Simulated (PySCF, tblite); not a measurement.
**C6H13BO2Si: geometry, infrared bands and NMR shifts**

What infrared bands and NMR shifts should C6H13BO2Si (`CC(C)OCC1=CBO[SiH2]1`) show?

The runs use tblite 0.8.0 and PySCF 2.14.0, with density-fitted response routines of our own; the level of theory stands in each step. All values are computed, except where a source is named. Atoms count from 0, in the outputs and in this text.

## (1) Starting geometry

23 atoms, charge 0, multiplicity 1; geometry from: force field or distance geometry start.

Bonds of the start (Å): C0–C1 1.52, C1–C2 1.54, C1–O3 1.42, O3–C4 1.40, C4–C5 1.49, C5–C6 1.33, C6–B7 1.57, B7–O8 1.48, O8–Si9 1.73, Si9–C5 1.82, C0–H10 1.11, C0–H11 1.12, C0–H12 1.10, C1–H13 1.11, C2–H14 1.09, C2–H15 1.12, C2–H16 1.11, C4–H17 1.12, C4–H18 1.12, C6–H19 1.08, B7–H20 1.18, Si9–H21 1.47, Si9–H22 1.47.

## (2) Optimising the geometry with GFN2-xTB

Job settings and geometry (Å):

```
{"job": {"kind": "relax", "xc": "GFN2-xTB", "basis": "xTB"}, "charge": 0, "multiplicity": 1}
C     -2.550500     1.170300    -0.253800
C     -1.977200    -0.178000     0.141300
C     -2.645200    -0.697200     1.422800
O     -0.587300    -0.033000     0.403700
C      0.176700    -0.428000    -0.703500
C      1.612600    -0.103300    -0.458800
C      2.103800     1.122700    -0.324400
B      3.664800     1.104300    -0.130900
O      4.297800    -0.232300    -0.038000
Si     2.986900    -1.296900    -0.403700
H     -2.381500     1.925400     0.541400
H     -3.656400     1.080800    -0.425900
H     -2.090800     1.530500    -1.181700
H     -2.191600    -0.922900    -0.659400
H     -2.232600    -1.671900     1.702500
H     -3.748300    -0.815700     1.262200
H     -2.493600     0.017900     2.264000
H      0.077400    -1.527200    -0.881000
H     -0.145500     0.119200    -1.622600
H      1.506600     2.021100    -0.391800
H      4.276900     2.027800    -0.529300
H      3.188000    -1.917900    -1.722700
H      2.804400    -2.268600     0.682700
```

Command:

```console
$ OMP_NUM_THREADS=1 python probes_run.py task.json out
```

The driver reads the jobs from task.json and runs them one after another.

**Question.** This job is followed by: GFN2-xTB harmonic vibrations, gas phase; GIAO PBE0/pcSseg-1 NMR shielding, non-relativistic, gas phase. What will the session give for the following? strongest single infrared mode (GFN2-xTB); zero-point energy (GFN2-xTB); 13C shifts against TMS (PBE0/pcSseg-1, means over atoms taken as alike); 1H shifts against TMS (PBE0/pcSseg-1, means over atoms taken as alike); 17O shifts against H2O (PBE0/pcSseg-1); 11B shifts against BF3·OEt2 (PBE0/pcSseg-1); 29Si shifts against TMS (PBE0/pcSseg-1).

**Answer**, as computed:

| quantity | value |
| --- | --- |
| strongest single infrared mode (GFN2-xTB) | 2302 cm⁻¹, 320 km/mol |
| zero-point energy (GFN2-xTB) | 112.4 kcal/mol |
| 13C shifts against TMS (PBE0/pcSseg-1, means over atoms taken as alike) | 189.5, 149.4, 77.3, 76.3, 24.1 ppm |
| 1H shifts against TMS (PBE0/pcSseg-1, means over atoms taken as alike) | 7.12, 5.37, 5.25, 4.70, 3.62, 1.20 ppm |
| 17O shifts against H2O (PBE0/pcSseg-1) | 181.1, 76.8 ppm |
| 11B shifts against BF3·OEt2 (PBE0/pcSseg-1) | 44.0 ppm |
| 29Si shifts against TMS (PBE0/pcSseg-1) | -6.6 ppm |

The optimisation took 236 steps and gained 0.965 eV; among the close pairs (by a distance rule), B7–O8 changed most, from 1.482 to 1.351 Å. No mode is imaginary among the 63: a minimum at this level. The strongest single mode, at 2302 cm⁻¹, moves mainly H21. Unscaled tight-binding wavenumbers are off by several per cent, some by more. Its intensities can rank the bands wrongly. H19 (hydrogen on an alkene CH) lies farthest downfield among hydrogen, at 7.12 ppm; olefinic region. At PBE0/pcSseg-1: Shielding is most anisotropic at O8 (span 380 ppm, paramagnetic term -242 ppm).
